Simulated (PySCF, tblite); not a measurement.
# C₂H₈BN₂Si radical: geometry, infrared bands and EPR parameters

Aim: predict the infrared bands and EPR parameters of C₂H₈BN₂Si radical (`C=[C][SiH2]NBN`).

Programs: tblite 0.8.0 and PySCF 2.14.0, with density-fitted response routines of our own. Each step states its level of theory. These are calculated values for one molecule in the gas phase, unless marked as measured. Atoms count from 0, in the outputs and in this text.

## (1) The starting structure

14 atoms, charge 0, multiplicity 2; geometry from: force field or distance geometry start.

Bonds of the start (Å): C0–C1 1.33, C1–Si2 1.81, Si2–N3 1.78, N3–B4 1.54, B4–N5 1.53, C0–H6 1.09, C0–H7 1.09, Si2–H8 1.49, Si2–H9 1.48, N3–H10 1.06, B4–H11 1.21, N5–H12 1.05, N5–H13 1.04.

## (2) Optimising the geometry with GFN2-xTB

What the job is given:

```
{"job": {"kind": "relax", "xc": "GFN2-xTB", "basis": "xTB"}, "charge": 0, "multiplicity": 2}
C      2.604100    -0.040400     1.359600
C      1.452800     0.587100     1.155500
Si     0.822400     0.958800    -0.500500
N     -0.387700    -0.273600    -0.923700
B     -1.829200     0.247500    -0.792400
N     -2.385200     0.606800     0.589900
H      3.259500    -0.379000     0.554300
H      2.908900    -0.218100     2.389600
H      1.961700     0.804300    -1.446600
H      0.223800     2.305200    -0.576900
H     -0.257300    -0.478900    -1.954000
H     -2.623800    -0.349100    -1.478300
H     -2.351000    -0.291100     1.141900
H     -3.399600     0.800000     0.459400
```

On the command line:

```bash
$ OMP_NUM_THREADS=1 python probes_run.py task.json out
```

One launch serves the whole session: the jobs run in the order shown.

**Question.** This job is followed by: GFN2-xTB harmonic vibrations, gas phase; UKS B3LYP, pcH-1 on B C H N Si, non-relativistic, mean-field spin-orbit, GIAO. Predict these results of the whole session: strongest single infrared mode (GFN2-xTB); zero-point energy (GFN2-xTB); g(iso) (B3LYP); ⟨S²⟩; largest a(iso) (averaged by class); surface potential, 1st and 99th percentile.

As calculated:

```
                                 quantity                  value
strongest single infrared mode (GFN2-xTB)  2110 cm⁻¹, 438 km/mol
             zero-point energy (GFN2-xTB)          61.8 kcal/mol
                           g(iso) (B3LYP)                2.00220
                                     ⟨S²⟩     0.758 (exact 0.75)
       largest a(iso) (averaged by class)    1H on H6, 190.9 MHz
    surface potential, 1st and 99th percentile     -0.88 V and 1.51 V
```

In words: Over 174 steps the energy fell by 2.027 eV; of the close pairs, B4–N5 changed most, 1.533 to 1.393 Å. All 36 modes are real, so the xTB geometry is a minimum. The strongest single mode, at 2110 cm⁻¹, moves mainly H8. GFN2-xTB is a fitted tight-binding method: band positions and strengths are rough. Its intensities can rank the bands wrongly. C1 carries the largest spin population, 0.97 e. The isotropic g lies 0.1 ppt below the free-electron value.
